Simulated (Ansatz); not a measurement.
# H4Zr: the cost of one run

The runs use Ansatz 0.2.0, Gaussian basis; def2-SVP, all electrons in the functionals, frozen cores in the correlation of double hybrids and RPA.

Plan: wB97M-V, B2PLYP, RPA-PBE, at charge 0, triplet; charge 0, singlet; charge 0, quintet; charge 1, doublet; charge 1, quartet; displaced geometry v1; displaced geometry v2.

38 further runs of the same task are left out: 18 for a known fault of the program, 6 that didn't finish, 14 set aside as unsound or not needed. Runs told in other sessions of the task aren't counted.

### Step 1. The geometry

The geometry is a PBE0/def2-TZVP stationary point (not a proven minimum). No spin-orbit coupling is included. Elements past krypton take def2 core potentials.

5 atoms, charge 0, spin multiplicity 3.

Atoms are counted from 1 here; the program's logs count them from 0.

Bond lengths: Zr1–H2 1.937 Å, Zr1–H3 1.937 Å, Zr1–H4 1.937 Å, Zr1–H5 1.937 Å. Angles: H2–Zr1–H3 129.6°, H2–Zr1–H4 27.6°, H2–Zr1–H5 138.7°, H3–Zr1–H4 138.7°, H3–Zr1–H5 27.6°, H4–Zr1–H5 129.6°.

No dispersion term is added; wB97M-V holds VV10 nonlocal correlation.

The geometry shown and the zero of energy belong to the point charge 0, triplet. The yardstick, UCCSD(T), and other wave-function levels (R restricted, U unrestricted, valence and pair active spaces) come from earlier runs.

### Step 2. wB97M-V, charge 0, triplet

in.yaml reads:

```yaml
crystal:
  periodic: [false, false, false]
  atoms:
    - {symbol: Zr, position_ang: [0.000000, 0.028898, 0.000000]}
    - {symbol: H, position_ang: [0.462564, -0.653853, -1.752161]}
    - {symbol: H, position_ang: [0.462564, -0.653853, 1.752161]}
    - {symbol: H, position_ang: [-0.462564, -0.653853, -1.752161]}
    - {symbol: H, position_ang: [-0.462564, -0.653853, 1.752161]}
basis:
  gaussian: {orbitals: def2-SVP}
magnetization: {spin_polarized: true, initial_magnetization: 2}
hamiltonian: {xc: {name: wB97M-V}}
output: {orbitals: {seedname: orbitals}}
```

Run with:

```
$ ansatz run in.yaml --threads 1 --pin off --events-out ev --progress --plain --max-ram 2393MiB
```

What time and memory should one allow on 1 thread of Arm Neoverse V1, shared host?

About 37 s, with a peak of 0.29 GiB.
